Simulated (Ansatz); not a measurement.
# CH8BCl2NSi: one species, many methods

The task here is to estimate one member of a computed series from the others.

Method: functionals in def2-TZVPP, the program's frozen cores in correlated methods; program: Ansatz 0.2.0, Gaussian basis.

Levels to be run: LDA (SPW92), PBE-D4, revPBE-D4, BLYP-D4, r2SCAN-D4, B97M-V, PBE0-D4, B3LYP-D4, r2SCANh-D4, r2SCAN0-D4, HSE06-D4, BHLYP-D4, CAM-B3LYP-D4, LC-ωPBE, ωB97X-V, ωB97M-V, B2PLYP, PBE-QIDH; CCSD(T)/def2-SVP; CCSD(T)/def2-TZVPP; MP2/def2-QZVPP; extrapolation to the limit; RPA on PBE.

**Structure used throughout**

An earlier PBE0-D4 in a triple-zeta def2 set relaxation fixed the geometry.

SMILES `C[B-](Cl)(Cl)[NH2+][SiH3]`, 14 atoms, charge 0, spin multiplicity 1.

Atoms are counted from 1 here; the program's logs count them from 0.

Bond lengths: C1–B2 1.585 Å, C1–H7 1.096 Å, C1–H8 1.095 Å, C1–H9 1.092 Å, B2–Cl3 1.866 Å, B2–Cl4 1.855 Å, B2–N5 1.625 Å, N5–Si6 1.829 Å, N5–H10 1.019 Å, N5–H11 1.018 Å, Si6–H12 1.475 Å, Si6–H13 1.486 Å, Si6–H14 1.468 Å. Angles: B2–C1–H7 112.1°, B2–C1–H8 111.9°, B2–C1–H9 110.1°, H7–C1–H8 108.3°, H7–C1–H9 107.0°, H8–C1–H9 107.0°, C1–B2–Cl3 113.0°, C1–B2–Cl4 113.4°, C1–B2–N5 110.5°, Cl3–B2–Cl4 111.7°, Cl3–B2–N5 103.4°, Cl4–B2–N5 104.0°, B2–N5–Si6 114.6°, B2–N5–H10 107.3°, B2–N5–H11 107.2°, Si6–N5–H10 109.5°, Si6–N5–H11 111.0°, H10–N5–H11 106.8° and more.

Set-up of the first run:

The input, in.yaml:

```yaml
crystal:
  periodic: [false, false, false]
  atoms:
    - {symbol: C, position_ang: [-1.148480, -1.581348, 0.852177]}
    - {symbol: B, position_ang: [-0.678554, -0.095713, 0.560174]}
    - {symbol: Cl, position_ang: [0.248122, 0.670481, 1.986821]}
    - {symbol: Cl, position_ang: [-2.046503, 1.003645, -0.039567]}
    - {symbol: N, position_ang: [0.405573, -0.070418, -0.649422]}
    - {symbol: Si, position_ang: [1.337415, 1.495685, -0.804946]}
    - {symbol: H, position_ang: [-0.317226, -2.222723, 1.165018]}
    - {symbol: H, position_ang: [-1.626917, -2.038331, -0.020674]}
    - {symbol: H, position_ang: [-1.882130, -1.591223, 1.660759]}
    - {symbol: H, position_ang: [1.056384, -0.838148, -0.489984]}
    - {symbol: H, position_ang: [-0.096567, -0.283432, -1.509338]}
    - {symbol: H, position_ang: [2.588409, 1.324106, -0.042389]}
    - {symbol: H, position_ang: [1.647521, 1.572150, -2.256054]}
    - {symbol: H, position_ang: [0.500252, 2.626066, -0.383875]}
basis:
  gaussian: {orbitals: def2-TZVPP}
hamiltonian: {xc: lda}
output: {orbitals: {seedname: orbitals}}
```

Started as:

```console
> ansatz run in.yaml --threads 8 --pin off --events-out ev --progress --plain --max-ram 20889MiB
```

Steps of the session up to this table: LDA; PBE-D4 (GGA); revPBE-D4 (GGA); BLYP-D4 (GGA); r2SCAN-D4 (meta-GGA); B97M-V (meta-GGA); B3LYP-D4 (hybrid); r2SCANh-D4 (hybrid); r2SCAN0-D4 (hybrid); HSE06-D4 (hybrid); BHLYP-D4 (hybrid); CAM-B3LYP-D4 (range-separated); LC-ωPBE (range-separated); ωB97X-V (range-separated); ωB97M-V (range-separated); B2PLYP (double hybrid); PBE-QIDH (double hybrid).

One table of the session follows, with a row left open; its other results are not shown here.

It belongs to the step «Frontier levels by functional». 

| functional | HOMO (eV) | gap (eV) |
| --- | --- | --- |
| LDA (SPW92) | -6.68 | 5.01 |
| PBE-D4 | ? | ? |
| revPBE-D4 | -6.47 | 5.14 |
| BLYP-D4 | -6.37 | 5.03 |
| r2SCAN-D4 | -6.86 | 5.86 |
| B97M-V | -6.99 | 5.68 |
| PBE0-D4 | -7.88 | 7.28 |
| B3LYP-D4 | -7.62 | 6.77 |
| r2SCANh-D4 | -7.35 | 6.63 |
| r2SCAN0-D4 | -8.10 | 7.77 |
| HSE06-D4 | -7.48 | 6.50 |
| BHLYP-D4 | -9.12 | 9.28 |
| CAM-B3LYP-D4 | -9.25 | 9.54 |
| LC-ωPBE | -10.63 | 12.15 |
| ωB97X-V | -10.28 | 11.62 |
| ωB97M-V | -10.14 | 11.11 |

Estimate the missing values for PBE-D4.

The run gave: HOMO (eV): -6.53; gap (eV): 5.09. In the column «HOMO (eV)» it lies between LDA (SPW92) (-6.68) and revPBE-D4 (-6.47).
